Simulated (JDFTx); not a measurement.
# TaAs (I4_1md) in JDFTx: further runs

The runs below take TaAs through relaxation of cell and atoms, with PBEsol, LDA.

All numbers are computed with JDFTx 1.7.0 (patched build); they aren't measurements. Logs are shortened: lines on timing, memory, paths and dates and some standing lists are left out, and cuts for length are marked. The log counts tension as positive stress, the text compression.

### Step 1. Starting point

It takes space group I4_1md (No. 109, tetragonal). Conventional cell: a = 3.444 Å, b = 3.444 Å, c = 11.736 Å, α = 90.00°, β = 90.00°, γ = 90.00°. Around Ta (site symmetry 2mm) lie 6 As at 2.61 to 2.62 Å. As (site symmetry 2mm) has 6 Ta at 2.61 to 2.62 Å as nearest neighbours.

The cell is a database's computed one.

### Step 2. Relaxation of cell and atoms, PBEsol

File TaAs.in:

```
lattice \
   -1.7218133622     1.7218133622     1.7218133622 \
    1.7218133622    -1.7218133622     1.7218133622 \
    5.8679415361     5.8679415361    -5.8679415361
latt-scale 1.889726124626 1.889726124626 1.889726124626
coords-type Lattice
ion Ta     0.4999673000     0.4999673000     0.0000000000 1
ion Ta     0.2499673000     0.7499673000     0.5000000000 1
ion As     0.0826321200     0.0826321200     0.0000000000 1
ion As     0.8326321200     0.3326321200     0.5000000000 1

ion-species pseudo/Ta.upf
ion-species pseudo/As.upf
elec-cutoff 42 336
elec-ex-corr gga-PBEsol
kpoint-folding 4 4 4
elec-smearing Fermi 0.0018374661
elec-n-bands 37
electronic-SCF nIterations 100 energyDiffThreshold 1e-09
electronic-minimize nIterations 30 energyDiffThreshold 1e-7
forces-output-coords Cartesian
lattice-minimize nIterations 40 energyDiffThreshold 1e-6

dump-name run.$VAR
dump End Ecomponents EigStats BandEigs Kpoints Forces Stress
```

Potentials or basis: PseudoDojo-SR-PBEsol-0.4.1-standard with smoothed tails.

Launch:

```bash
jdftx -c 1 -i TaAs.in -o TaAs.out
```

What it wrote:

```text
*************** JDFTx 1.7.0 (patched build) ***************

Input parsed successfully to the following command list (including defaults):
[... the input with its defaults ...]

---------- Setting up symmetries ----------

Non-trivial transmission matrix:
[   1   0   0  ]
[   0   1   0  ]
[   1   1   1  ]
with reduced lattice vectors:
[      0.000000      6.507511      3.253756  ]
[      6.507511      0.000000      3.253756  ]
[      0.000000      0.000000    -11.088802  ]

Found 16 point-group symmetries of the bravais lattice
Found 8 space-group symmetries with basis
Applied RMS atom displacement 1.16515e-16 bohrs to make symmetries exact.

---------- Initializing the Grid ----------
R =
[     -3.25376      3.25376      3.25376  ]
[      3.25376     -3.25376      3.25376  ]
[      11.0888      11.0888     -11.0888  ]
unit cell volume = 469.585
G =
[ 3.09454e-18   0.965528   0.283312  ]
[   0.965528 3.09454e-18   0.283312  ]
[   0.965528   0.965528 4.34569e-18  ]
Minimum fftbox size, Smin = [  100  100  100  ]
Chosen fftbox size, S = [  100  100  100  ]

---------- Initializing tighter grid for wavefunction operations ----------
R =
[     -3.25376      3.25376      3.25376  ]
[      3.25376     -3.25376      3.25376  ]
[      11.0888      11.0888     -11.0888  ]
unit cell volume = 469.585
G =
[ 3.09454e-18   0.965528   0.283312  ]
[   0.965528 3.09454e-18   0.283312  ]
[   0.965528   0.965528 4.34569e-18  ]
Minimum fftbox size, Smin = [  72  72  72  ]
Chosen fftbox size, S = [  72  72  72  ]

---------- Exchange Correlation functional ----------
Initalized PBEsol GGA exchange.
Initalized PBEsol GGA correlation.

---------- Setting up pseudopotentials ----------
Width of ionic core gaussian charges (only for fluid interactions / plotting) set to 0

Reading pseudopotential file 'pseudo/Ta.upf':
  'Ta' pseudopotential, 'PBESOL' functional
  Generated using ONCVPSP code by D. R. Hamann
  13 valence electrons, 4 orbitals, 8 projectors, 1001 radial grid points, with lMax = 3
    5S    l: 0   occupation:  2.0   eigenvalue: -2.683866
    5P    l: 1   occupation:  6.0   eigenvalue: -1.448529
    5D    l: 2   occupation:  3.0   eigenvalue: -0.133056
    6S    l: 0   occupation:  2.0   eigenvalue: -0.201047
  Core radius for overlap checks: 2.22 bohrs.

Reading pseudopotential file 'pseudo/As.upf':
  'As' pseudopotential, 'PBESOL' functional
  Generated using ONCVPSP code by D. R. Hamann
  15 valence electrons, 3 orbitals, 6 projectors, 1001 radial grid points, with lMax = 2
    3D    l: 2   occupation: 10.0   eigenvalue: -1.493596
    4S    l: 0   occupation:  2.0   eigenvalue: -0.532985
    4P    l: 1   occupation:  3.0   eigenvalue: -0.190970
  Core radius for overlap checks: 1.74 bohrs.

Initialized 2 species with 4 total atoms.

Folded 1 k-points by 4x4x4 to 64 k-points.

---------- Setting up k-points, bands, fillings ----------
Adding inversion symmetry to k-mesh for non-inversion-symmetric unit cell.
Reduced to 13 k-points under symmetry.
Computing the number of bands and number of electrons
Calculating initial fillings.
nElectrons:  56.000000   nBands: 37   nStates: 13

----- Setting up reduced wavefunction bases (one per k-point) -----
average nbasis = 6102.266 , ideal nbasis = 6104.955

---------- Setting up ewald sum ----------
Optimum gaussian width for ewald sums = 2.605570 bohr.
Real space sum over 1815 unit cells with max indices [  5  5  7  ]
Reciprocal space sum over 4913 terms with max indices [  8  8  8  ]

---------- Allocating electronic variables ----------
Initializing wave functions:  linear combination of atomic orbitals
Ta pseudo-atom occupations:   s ( 2 2 )  p ( 6 )  d ( 3 )
As pseudo-atom occupations:   s ( 2 )  p ( 3 )  d ( 10 )
	FillingsUpdate:  mu: +0.638263495  nElectrons: 56.000000
LCAOMinimize: Iter:   0  F: -310.1158968154563240  |grad|_K:  1.249e-03  alpha:  1.000e+00
	FillingsUpdate:  mu: +0.649609607  nElectrons: 56.000000
LCAOMinimize: Iter:   1  F: -310.1220446522575571  |grad|_K:  1.178e-04  alpha:  3.690e-01  linmin: -1.012e-01  cgtest:  5.850e-01
LCAOMinimize: Encountered beta<0, resetting CG.
[... 5 lines of inner loops ...]
LCAOMinimize: Iter:   4  F: -310.1221424995424627  |grad|_K:  3.061e-07  alpha:  8.292e-01  linmin: -7.877e-04  cgtest: -6.686e-03
	FillingsUpdate:  mu: +0.650039872  nElectrons: 56.000000
LCAOMinimize: Iter:   5  F: -310.1221425002157730  |grad|_K:  9.531e-08  alpha:  7.255e-01  linmin: -1.379e-04  cgtest:  1.383e-03
LCAOMinimize: Converged (|Delta F|<1.000000e-06 for 2 iters).

--------- Lattice Minimization ---------

-------- Electronic minimization -----------
Will mix electronic density at each iteration.
	FillingsUpdate:  mu: +0.650039872  nElectrons: 56.000000
	FillingsUpdate:  mu: +0.634350946  nElectrons: 56.000000
SCF: Cycle:  0   F: -310.272493886137227   dF: -1.504e-01   |Residual|: 1.016e-01   |deigs|: 1.790e-02
	FillingsUpdate:  mu: +0.627988827  nElectrons: 56.000000
SCF: Cycle:  1   F: -310.279204333128405   dF: -6.710e-03   |Residual|: 5.221e-02   |deigs|: 1.330e-02
	FillingsUpdate:  mu: +0.623788064  nElectrons: 56.000000
SCF: Cycle:  2   F: -310.280543261853495   dF: -1.339e-03   |Residual|: 1.152e-02   |deigs|: 1.160e-02
	FillingsUpdate:  mu: +0.624755372  nElectrons: 56.000000
SCF: Cycle:  3   F: -310.280589408279923   dF: -4.615e-05   |Residual|: 3.897e-03   |deigs|: 1.703e-03
	FillingsUpdate:  mu: +0.624260369  nElectrons: 56.000000
SCF: Cycle:  4   F: -310.280600579672353   dF: -1.117e-05   |Residual|: 1.290e-03   |deigs|: 7.116e-04
	FillingsUpdate:  mu: +0.624440386  nElectrons: 56.000000
SCF: Cycle:  5   F: -310.280603248493662   dF: -2.669e-06   |Residual|: 3.679e-04   |deigs|: 3.332e-04
	FillingsUpdate:  mu: +0.624450089  nElectrons: 56.000000
SCF: Cycle:  6   F: -310.280603555057667   dF: -3.066e-07   |Residual|: 2.008e-04   |deigs|: 3.010e-05
	FillingsUpdate:  mu: +0.624427528  nElectrons: 56.000000
SCF: Cycle:  7   F: -310.280603738080288   dF: -1.830e-07   |Residual|: 2.557e-05   |deigs|: 3.846e-05
	FillingsUpdate:  mu: +0.624424264  nElectrons: 56.000000
SCF: Cycle:  8   F: -310.280603769446770   dF: -3.137e-08   |Residual|: 1.792e-05   |deigs|: 6.005e-06
[... 42 lines left out ...]
# Energy components:
   Eewald =     -227.8276619618899872
       EH =       69.7317736091840175
     Eloc =     -198.8194025078410618
      Enl =      -95.4268965271154315
      Exc =      -76.5631319541048612
 Exc_core =       31.8318960352941076
       KE =      186.7937687383944763
-------------------------------------
     Etot =     -310.2796545680787972
       TS =        0.0009492339000550
-------------------------------------
        F =     -310.2806038019788275

LatticeMinimize: Iter:   0  F: -310.280603801978828  |grad|_K:  1.124e-02

#--- Lowdin population analysis ---
# oxidation-state Ta +0.224 +0.224
# oxidation-state As -0.101 -0.101

-------- Electronic minimization -----------
Will mix electronic density at each iteration.
	FillingsUpdate:  mu: +0.624425692  nElectrons: 56.000000
	FillingsUpdate:  mu: +0.626229877  nElectrons: 56.000000
SCF: Cycle:  0   F: -310.280720736975411   dF: -6.960e-06   |Residual|: 3.489e-04   |deigs|: 3.470e-06
	FillingsUpdate:  mu: +0.626209030  nElectrons: 56.000000
SCF: Cycle:  1   F: -310.280721110302181   dF: -3.733e-07   |Residual|: 1.639e-04   |deigs|: 3.622e-05
	FillingsUpdate:  mu: +0.626205349  nElectrons: 56.000000
SCF: Cycle:  2   F: -310.280721173372740   dF: -6.307e-08   |Residual|: 5.503e-05   |deigs|: 1.026e-05
	FillingsUpdate:  mu: +0.626207946  nElectrons: 56.000000
SCF: Cycle:  3   F: -310.280721191024952   dF: -1.765e-08   |Residual|: 1.438e-05   |deigs|: 4.250e-06
	FillingsUpdate:  mu: +0.626209166  nElectrons: 56.000000
SCF: Cycle:  4   F: -310.280721197595085   dF: -6.570e-09   |Residual|: 7.225e-06   |deigs|: 2.330e-06
	FillingsUpdate:  mu: +0.626209732  nElectrons: 56.000000
SCF: Cycle:  5   F: -310.280721199350467   dF: -1.755e-09   |Residual|: 2.195e-06   |deigs|: 2.654e-06
	FillingsUpdate:  mu: +0.626209563  nElectrons: 56.000000
SCF: Cycle:  6   F: -310.280721200071298   dF: -7.208e-10   |Residual|: 1.904e-06   |deigs|: 1.017e-05
[... 338 lines left out ...]
-------- Electronic minimization -----------
Will mix electronic density at each iteration.
	FillingsUpdate:  mu: +0.636560226  nElectrons: 56.000000
	FillingsUpdate:  mu: +0.636327193  nElectrons: 56.000000
SCF: Cycle:  0   F: -310.281059228136712   dF: -1.120e-05   |Residual|: 5.888e-04   |deigs|: 6.297e-06
	FillingsUpdate:  mu: +0.636320341  nElectrons: 56.000000
SCF: Cycle:  1   F: -310.281059844009462   dF: -6.159e-07   |Residual|: 2.776e-04   |deigs|: 2.504e-05
	FillingsUpdate:  mu: +0.636320052  nElectrons: 56.000000
[... 5 further cycles ...]
SCF: Cycle:  7   F: -310.281060011619559   dF: -6.083e-10   |Residual|: 8.598e-07   |deigs|: 6.464e-06
	FillingsUpdate:  mu: +0.636322689  nElectrons: 56.000000
SCF: Cycle:  8   F: -310.281060011915656   dF: -2.961e-10   |Residual|: 8.100e-07   |deigs|: 4.136e-06
SCF: Converged (|Delta E|<1.000000e-09 for 2 iters).

Setting wave functions to eigenvectors of Hamiltonian
# Lattice vectors:
R =
[     -3.22848      3.22848      3.22848  ]
[      3.22848     -3.22848      3.22848  ]
[      11.0854      11.0854     -11.0854  ]
unit cell volume = 462.175
[... 43 lines left out ...]
-------- Electronic minimization -----------
Will mix electronic density at each iteration.
	FillingsUpdate:  mu: +0.636322689  nElectrons: 56.000000
	FillingsUpdate:  mu: +0.636342532  nElectrons: 56.000000
SCF: Cycle:  0   F: -310.281060418752418   dF: -5.449e-06   |Residual|: 3.149e-04   |deigs|: 3.861e-06
	FillingsUpdate:  mu: +0.636337112  nElectrons: 56.000000
SCF: Cycle:  1   F: -310.281060637377664   dF: -2.186e-07   |Residual|: 1.525e-04   |deigs|: 1.414e-05
	FillingsUpdate:  mu: +0.636336197  nElectrons: 56.000000
[... 4 further cycles ...]
SCF: Cycle:  6   F: -310.281060698254009   dF: -5.584e-10   |Residual|: 9.079e-07   |deigs|: 3.374e-06
	FillingsUpdate:  mu: +0.636337742  nElectrons: 56.000000
SCF: Cycle:  7   F: -310.281060698569433   dF: -3.154e-10   |Residual|: 5.556e-07   |deigs|: 8.735e-06
SCF: Converged (|Delta E|<1.000000e-09 for 2 iters).

Setting wave functions to eigenvectors of Hamiltonian
# Lattice vectors:
R =
[     -3.22722      3.22722      3.22722  ]
[      3.22722     -3.22722      3.22722  ]
[      11.0946      11.0946     -11.0946  ]
unit cell volume = 462.202
[... 43 lines left out ...]
-------- Electronic minimization -----------
Will mix electronic density at each iteration.
	FillingsUpdate:  mu: +0.636337742  nElectrons: 56.000000
	FillingsUpdate:  mu: +0.636547964  nElectrons: 56.000000
SCF: Cycle:  0   F: -310.281060786283035   dF: -4.657e-07   |Residual|: 1.077e-04   |deigs|: 6.296e-06
	FillingsUpdate:  mu: +0.636545554  nElectrons: 56.000000
SCF: Cycle:  1   F: -310.281060815432113   dF: -2.915e-08   |Residual|: 4.602e-05   |deigs|: 4.724e-06
	FillingsUpdate:  mu: +0.636544615  nElectrons: 56.000000
[... 2 further cycles ...]
SCF: Cycle:  4   F: -310.281060822143786   dF: -3.832e-10   |Residual|: 2.293e-06   |deigs|: 1.786e-06
	FillingsUpdate:  mu: +0.636545243  nElectrons: 56.000000
SCF: Cycle:  5   F: -310.281060822264806   dF: -1.210e-10   |Residual|: 8.706e-07   |deigs|: 1.792e-06
SCF: Converged (|Delta E|<1.000000e-09 for 2 iters).

Setting wave functions to eigenvectors of Hamiltonian
# Lattice vectors:
R =
[     -3.22689      3.22689      3.22689  ]
[      3.22689     -3.22689      3.22689  ]
[      11.0939      11.0939     -11.0939  ]
unit cell volume = 462.077
[... 23 lines left out ...]
# Energy components:
   Eewald =     -229.0072108009325120
       EH =       69.2023391109828907
     Eloc =     -197.1688329919353748
      Enl =      -95.4088428041288665
      Exc =      -76.5982757458686905
 Exc_core =       31.8318958561490852
       KE =      186.8688037361557122
-------------------------------------
     Etot =     -310.2801236395778233
       TS =        0.0009371826870087
-------------------------------------
        F =     -310.2810608222648057

LatticeMinimize: Iter:   8  F: -310.281060822264806  |grad|_K:  1.141e-04  alpha:  1.000e+00  linmin:  1.174e-01
LatticeMinimize: Converged (|Delta F|<1.000000e-06 for 2 iters).

#--- Lowdin population analysis ---
# oxidation-state Ta +0.208 +0.208
# oxidation-state As -0.086 -0.086

Dumping 'run.eigStats' ...
	eMin: -1.875273 at state 0 ( [ +0.000000 +0.000000 +0.000000 ] spin 0 )
	HOMO: +0.629029 at state 10 ( [ +0.250000 -0.250000 +0.250000 ] spin 0 )
	mu  : +0.636545
	LUMO: +0.636563 at state 10 ( [ +0.250000 -0.250000 +0.250000 ] spin 0 )
	eMax: +0.908362 at state 1 ( [ +0.000000 +0.000000 +0.250000 ] spin 0 )
	HOMO-LUMO gap: +0.007534
	Optical gap  : +0.007534 at state 10 ( [ +0.250000 -0.250000 +0.250000 ] spin 0 )
Done!
[note: the HOMO, LUMO and gaps printed at the end count levels as full or empty at half filling, so they show a gap where a level is partly filled]
```

Wall time 15 min (1 thread of Intel Xeon Platinum 8488C (Sapphire Rapids), shared host); peak memory 0.44 GiB.

The run converged, but some of its settings lie outside the range that counts as converged, so its numbers aren't taken as properties of the crystal.

What came out:

```yaml
Free_energy: -8443.1778 eV
Relaxed_volume: 17.12 Å³/atom
Relaxed_cell: a = 6.348 Å, b = 6.348 Å, c = 6.348 Å, α = 148.79°, β = 148.79°, γ = 44.72°
Space_group_after_relaxing_to_0.05_Å: I4_1md (No. 109)
Energy_gained_by_relaxing: 3.1 meV/atom
Ionic_steps: 9
Pressure_after_relaxing: 0.0 GPa
Band_gap_on_the_k_mesh: none (metal or under the smearing width)
```

Caveat: the k mesh is coarse (spacing up to 0.65 Å⁻¹), so the values aren't converged.

### Step 3. Relaxation of cell and atoms, LDA

Edit TaAs.in of step 2 so:

```diff
@@ -13,4 +13,4 @@
 ion-species pseudo/As.upf
-elec-cutoff 42 336
-elec-ex-corr gga-PBEsol
+elec-cutoff 40 320
+elec-ex-corr lda-PW
 kpoint-folding 4 4 4
```

Potentials or basis: PseudoDojo-SR-LDA-0.4.1-standard with smoothed tails.

Launch:

```bash
jdftx -c 1 -i TaAs.in -o TaAs.out
```

Wall time 26 min (1 thread of Intel Xeon Platinum 8175M at 2.50GHz (Skylake/Cascade Lake), shared host); peak memory 0.4 GiB.

The run converged, but some of its settings lie outside the range that counts as converged, so its numbers aren't taken as properties of the crystal.

Results:

```yaml
Free_energy: -8463.2921 eV
Relaxed_volume: 16.68 Å³/atom
Relaxed_cell: a = 6.296 Å, b = 6.296 Å, c = 6.296 Å, α = 148.81°, β = 148.81°, γ = 44.70°
Space_group_after_relaxing_to_0.05_Å: I4_1md (No. 109)
Energy_gained_by_relaxing: 19.0 meV/atom
Ionic_steps: 9
Pressure_after_relaxing: 0.0 GPa
Band_gap_on_the_k_mesh: none (metal or under the smearing width)
```

Caveat: the k mesh is coarse (spacing up to 0.65 Å⁻¹), so the values aren't converged.
